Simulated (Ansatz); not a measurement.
# SiS (SMILES [Si-]#[S+]): HF/STO-3G

What is the electronic atomisation energy of SiS at HF/STO-3G? 

Program for the calculation: Ansatz 0.2.0.

43 further runs of the same task are left out: 43 set aside as unsound or not needed.

### Step 1. Starting point

SiS has 2 atoms, charge 0, and is taken as a singlet. SMILES: `[Si-]#[S+]`. The bond length is the measured one.

Bond lengths: Si1–S2 1.929 Å.

### Step 2. The energy at HF/STO-3G

File run.yaml:

```yaml
crystal:
  periodic: [false, false, false]
  atoms:
    - {symbol: Si, position_ang: [0.000000, 0.000000, 0.000000]}
    - {symbol: S, position_ang: [0.000000, 0.000000, 1.929321]}
basis:
  gaussian:
    orbitals: STO-3G
hamiltonian:
  xc: hf
accuracy: high
output: {orbitals: {seedname: orbitals}}
```

Launch:

```
$ ansatz run run.yaml --threads 1 --pin off --max-ram 3480MiB --events-out events.jsonl --progress --plain --runs-dir runs
```

Log:

```text
Warning: RAYON_NUM_THREADS=1 ignored (pool sized by the plan → 1); use --threads N
Functional definition: HF
  name "HF"
  exchange = exact_x
  correlation = 0
299 factors; integrals over basis functions are off by at most 1.2e-8 eV
mean field evaluation 1: about -18466.5216 eV, gradient 2.4e1 eV
mean field evaluation 2: about -18466.5320 eV, gradient 2.4e1 eV
mean field evaluation 4: about -18469.5152 eV, gradient 9.8e-1 eV
mean field evaluation 8: about -18469.5183 eV, gradient 4.3e-6 eV
mean field -18469.51828879 eV, -678.7422780238 hartree, gradient 2.8e-8 eV, S^2 0.000000; 0 other end points of the search recorded, 0 dependent functions left out
reference -18469.51828879 eV, -678.7422780238 hartree; 15, 15 occupied and 3, 3 virtual orbitals, 299 factors
Total energy: -18469.51828879 eV, -678.7422780238 hartree
```

It took 0.1 s on 1 thread of Arm Neoverse V1, shared host.

### Step 3. The S atom, same level

File job.yaml:

```yaml
crystal:
  periodic: [false, false, false]
  atoms:
    - symbol: S
      position_ang: [0.000000, 0.000000, 0.000000]
basis:
  gaussian: {orbitals: STO-3G}
total_charge: 0
magnetization: {spin_polarized: true, initial_magnetization: 2}
hamiltonian: {xc: hf}
accuracy: high
```

Launch:

```
$ ansatz run job.yaml --threads 1 --pin off --max-ram 3480MiB --events-out events.jsonl --progress --plain --runs-dir runs
```

Log:

```text
Warning: RAYON_NUM_THREADS=1 ignored (pool sized by the plan → 1); use --threads N
[... 4 set-up lines as earlier in the session ...]
42 factors; integrals over basis functions are off by at most 2.4e-9 eV
mean field evaluation 1: about -10697.6155 eV, gradient 9.4e-1 eV
mean field evaluation 2: about -10697.6169 eV, gradient 9.4e-1 eV
mean field evaluation 4: about -10697.6182 eV, gradient 5.4e-6 eV
mean field evaluation 8: about -10697.6182 eV, gradient 1.5e-3 eV
mean field -10697.61824501 eV, -393.1302193981 hartree, gradient 1.5e-9 eV, S^2 2.000000; 0 other end points of the search recorded, 0 dependent functions left out
reference -10697.61824501 eV, -393.1302193981 hartree; 9, 7 occupied and 0, 2 virtual orbitals, 42 factors
Total energy: -10697.61824501 eV, -393.1302193981 hartree
```

Run time: 0.04 s. Hardware: 1 thread of Arm Neoverse V1, shared host.

### Step 4. The Si atom

File molecule.yaml:

```yaml
crystal:
  periodic: [false, false, false]
  atoms:
    - symbol: Si
      position_ang: [0.000000, 0.000000, 0.000000]
basis:
  gaussian: {orbitals: STO-3G}
magnetization: {spin_polarized: true, initial_magnetization: 2}
hamiltonian: {xc: hf}
accuracy: high
```

Run the same way, it converges to -285.46622 Eh (log not shown).

### Step 5. Results

At HF/STO-3G:

| quantity | value |
| --- | --- |
| molecule: total energy | -678.74228 Eh |
| molecule: HOMO energy | -6.15 eV |
| molecule: LUMO energy | 6.56 eV |
| molecule: HOMO–LUMO gap | 12.70 eV |
| S atom: total energy | -393.13022 Eh |
| S atom: ⟨S²⟩ | 2.000 |
| Si atom: total energy | -285.46622 Eh |
| Si atom: ⟨S²⟩ | 2.000 |
| electronic atomisation energy | 3.969 eV |

What this shows: Taking the molecule apart into free atoms costs 3.97 eV (383 kJ/mol), before zero-point energy and without spin-orbit coupling. Hartree–Fock lacks the correlation of the bonding pairs, which as a rule makes this value much too low; in minimal bases other errors can mask that. In a minimal basis such a difference can be off by several eV, whatever the method.
